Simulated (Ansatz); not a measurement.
A run of Ansatz 0.2.0:

Contents of input.yaml:

```yaml
crystal:
  lattice:
    - [0.0, 3.16856006, 3.16856006]
    - [3.16856006, 0.0, 3.16856006]
    - [3.16856006, 3.16856006, 0.0]
  atoms:
    - { symbol: Cu, position: [0.0, 0.0, 0.0], spin: -0.68 }
    - { symbol: Te, position: [0.25, 0.25, 0.25] }
hamiltonian:
  xc: r2scan
  pseudopotentials: { kind: paw }
  hubbard: { sites: [{ species: Cu, l: d, u_eff: 7.0 }] }
magnetization:
  spin_polarized: true
kpoints:
  mp_grid: { grid: [5, 5, 5] }
scf:
  occupations: { method: gaussian, width: 0.05 }
output:
  forces: true
  stress: true
  eigenvalues: true
  write_density: true
  write_potential: true
  elf: true
  volumetric_format: npy
```

Potentials or basis: Ansatz PAW.

Run with:

```bash
$ ansatz run input.yaml --threads 2 --pin off --max-ram 5632MiB --backend cpu --events-out ev --progress --plain --runs-dir out
```

Hardware: 2 threads of Arm Neoverse V1, with other jobs on the host.

Question: Estimate the wall time of this run.

Answer: Run time: 21 s on 2 threads of Arm Neoverse V1 (shared host), peak memory 0.56 GiB. Counts: scf iterations 18, plane waves 1639, k points 10, bands 22.
